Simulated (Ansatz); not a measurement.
# NiO: the cost of one run

Program: Ansatz 0.2.0. Level of theory: DFT PBEsol, scalar-relativistic, plane waves, PAW. These are calculated values, not measurements.

4 further runs of the same task are left out: 1 that didn't finish, 3 set aside as unsound or not needed.

## 1. The system as given

Symmetry: Fm-3m, No. 225, cubic system. Conventional cell: a = 4.167 Å, b = 4.167 Å, c = 4.167 Å, α = 90.00°, β = 90.00°, γ = 90.00°. Co (site symmetry m-3m) has 6 O at 2.08 Å as nearest neighbours. O (site symmetry m-3m) is surrounded by 6 Co at 2.08 Å.

Coordinates:

```cif
data_structure
_symmetry_space_group_name_H-M 'Fm-3m'
_symmetry_Int_Tables_number 225
_cell_length_a 4.1669
_cell_length_b 4.1669
_cell_length_c 4.1669
_cell_angle_alpha 90.000
_cell_angle_beta 90.000
_cell_angle_gamma 90.000
_cell_volume 72.35
loop_
_atom_site_label
_atom_site_type_symbol
_atom_site_symmetry_multiplicity
_atom_site_Wyckoff_symbol
_atom_site_fract_x
_atom_site_fract_y
_atom_site_fract_z
_atom_site_occupancy
Co1 Co 4 a 0.00000 0.00000 0.00000 1
O1 O 4 b 0.50000 0.00000 0.00000 1
```

It is the result of an earlier relaxation at this level (volume 9.04 Å³/atom; gap on the mesh: none (metal), site moments up to 2.3 μB).

## 2. The second end member

NiO is put into the same structure and relaxed.

The cell holds 1 Ni, 1 O: a = 2.883 Å, b = 2.883 Å, c = 2.883 Å, α = 60.00°, β = 60.00°, γ = 60.00°.

## 3. Quick check of gap, pressure and forces (NiO)

input.yaml

```yaml
crystal:
  lattice:
    - [0.0, 2.0388855821, 2.0388855821]
    - [2.0388855821, 0.0, 2.0388855821]
    - [2.0388855821, 2.0388855821, 0.0]
  atoms:
    - { symbol: Ni, position: [0.0, 0.0, 0.0], spin: 2.0 }
    - { symbol: O, position: [0.5, 0.5, 0.5] }
basis:
  ecutwfc: 420
kpoints:
  mp_grid: { grid: [8, 8, 8] }
hamiltonian:
  xc: pbesol
scf:
  occupations: { method: gaussian, width: 0.1 }
  lower_state_search: "off"
output:
  forces: true
  stress: true
  eigenvalues: true
  populations: true
magnetization:
  spin_polarized: true
```

Run with:

```bash
$ ansatz run input.yaml --threads 2 --pin off --max-ram 5120MiB --backend cpu --events-out ev --progress --plain --runs-dir out
```

What time and memory should one allow on 2 threads of Arm Neoverse V2, shared host?

About 1.2 s, with a peak of 0.27 GiB.
